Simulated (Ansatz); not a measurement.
Rb2Mg under changes of volume

One of the cells (67.698 Å³/atom); the others are scaled copies at fixed shape and fractional positions:

```
Rb Mg
1.0
     8.91905   -4.05324    0.00000
     8.91905    4.05324    0.00000
     0.00000    0.00000    5.61796
Rb Mg
4 2
Cartesian
  6.4567 -1.8648 4.2135
  6.4567 1.8648 1.4045
  11.3814 1.8648 1.4045
  11.3814 -1.8648 4.2135
  8.9190 3.3123 4.2135
  8.9190 -3.3123 1.4045
```

The cell comes from a database or a generator and needn't be the stable form of this composition.

```yaml
Program: Ansatz 0.2.0
Functional: PBE
Potentials_or_basis: Ansatz PAW
Cutoff: "420 eV (not typed: the program's choice for these potentials)"
k_mesh: 4 × 4 × 5
Occupations: fermi-dirac, width 0.05 eV
Spin: no spin polarisation
```

| volume (Å³/atom) | energy over the lowest point (meV/atom) | pressure (GPa) | largest force (eV/Å) |
| --- | --- | --- | --- |
| 63.636 | 4.27 | 0.4 | 0.062 |
| 64.990 | ? | ? | ? |
| 66.344 | 0.43 | 0.1 | 0.030 |
| 67.698 | 0.00 | 0.0 | 0.048 |
| 69.052 | 0.43 | -0.1 | 0.065 |
| 70.406 | 1.64 | -0.2 | 0.081 |
| 71.760 | 3.56 | -0.3 | 0.095 |

Problem. What does the run at 64.990 Å³/atom give?

Solution. Energy over the lowest point 1.82 meV/atom; pressure 0.2 GPa; largest force 0.042 eV/Å.

Worked out: A Birch-Murnaghan fit of order 3 (a polynomial in V^(-2/3)) to the other rows has its minimum at 67.68 Å³/atom with B0 = V·E''(V) = 5.1 GPa and B' = 4.1 at fixed shape and positions, which overstates the stiffness. It gives 1.82 meV/atom at 64.990 Å³/atom, against the run's 1.82, and -dE/dV = 0.2 GPa, against 0.2.

Energies are extrapolated to zero smearing.
